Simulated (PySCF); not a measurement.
# C5H9B2N: electronic excitations

Aim: predict the electronic excitations of C5H9B2N (`CB1C=CB(N)C=C1`).

The runs use PySCF 2.14.0, with density-fitted response routines of our own; the level of theory stands in each step. All values are computed, except where a source is named. Atoms are numbered from 0 throughout.

**1. The starting structure**

17 atoms, charge 0, multiplicity 1; geometry from: GFN2-xTB.

Bonds of the start (Å): C0–B1 1.58, B1–C2 1.56, C2–C3 1.34, C3–B4 1.56, B4–N5 1.39, B4–C6 1.56, C6–C7 1.34, C7–B1 1.56, C0–H8 1.09, C0–H9 1.09, C0–H10 1.09, C2–H11 1.09, C3–H12 1.09, N5–H13 1.01, N5–H14 1.01, C6–H15 1.09, C7–H16 1.09.

**2. Ultraviolet spectrum: PBE0/def2-SVPD**

Job settings and geometry (Å):

```
{"job": {"kind": "uv", "xc": "PBE0", "basis": "def2-SVPD", "nstates": 8, "ntriplets": 3}, "charge": 0, "multiplicity": 1}
C     -2.824197     0.142769    -0.178503
B     -1.250156     0.057108    -0.087507
C     -0.438110     1.174708     0.629184
C      0.899438     1.110182     0.731734
B      1.686563    -0.094694     0.120648
N      3.066424    -0.180194     0.240139
C      0.875702    -1.199822    -0.631749
C     -0.461700    -1.121487    -0.727014
H     -3.304903    -0.804809    -0.412726
H     -3.094738     0.839290    -0.974122
H     -3.276042     0.536315     0.730648
H     -0.955001     2.026324     1.067104
H      1.432718     1.908254     1.245741
H      3.627501     0.507299     0.715974
H      3.611926    -0.937548    -0.137136
H      1.392627    -2.043379    -1.085822
H     -0.995050    -1.908287    -1.256503
```

Method: TDDFT PBE0/def2-SVPD, vertical, gas phase, core orbitals frozen in the response.

On the command line:

```console
$ OMP_NUM_THREADS=1 python probes_run.py task.json out
```

One launch serves the whole session: the jobs run in the order shown.

Predict these results of the whole session: lowest singlet (PBE0/def2-SVPD); brightest single state of those computed; lowest triplet; surface potential, 1st and 99th percentile.

As calculated:

| quantity | value |
| --- | --- |
| lowest singlet (PBE0/def2-SVPD) | 3.69 eV (336 nm), f = 0.000 |
| brightest single state of those computed | state 4, 5.05 eV, f = 0.321 |
| lowest triplet | 2.70 eV |
| surface potential, 1st and 99th percentile | -0.74 V and 1.88 V |

In words: The first singlet state (HOMO−1→LUMO 0.99) lies at 3.69 eV and is dark; of the 8 states computed, the strongest absorption comes from state 4 at 5.05 eV. The lowest triplet lies 0.98 eV below the lowest singlet (triplets in Tamm-Dancoff, singlets in full TDDFT). At PBE0/def2-SVPD, counted by nearest atom on the grid, the HOMO lies on 4 C atoms about 21 % each, the LUMO on B1 25 %; B4 13 %.
